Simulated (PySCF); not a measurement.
Crystal: SiClH3, in a box.

```
CELL_PARAMETERS angstrom
12.00000 0.00000 0.00000
0.00000 12.00000 0.00000
0.00000 0.00000 12.00000
ATOMIC_POSITIONS crystal
Si 0.45477 0.46540 0.51008
Cl 0.61730 0.42105 0.54015
H 0.38487 0.42315 0.60258
H 0.41955 0.41504 0.40308
H 0.44821 0.58846 0.50393
```

Program: PySCF 2.14.0. Alike in all runs: task atomic charges; potentials or basis def2-svp (all-electron); no spin polarisation; cell as given; k mesh 1 × 1 × 1; smearing fixed.

Task: Order these runs on this cell by their band gap on the k mesh, lowest first.
A. level SCAN+D4; three-body dispersion term yes
B. level r2SCAN50+D3(BJ); three-body dispersion term no; exxdiv ewald
C. level BHandHLYP+D3; three-body dispersion term no; exxdiv ewald
D. level N12

Result: D (6.92 eV), A (7.57 eV), C (11.53 eV), B (11.71 eV).

Caveats: this is a molecule in a periodic box at the Γ point, so its band gap is the HOMO-LUMO gap; the basis of atomic orbitals isn't converged, which shifts pressures, moduli and gaps.

A k mesh can miss the band edges.

Not every run made on this cell is shown here.
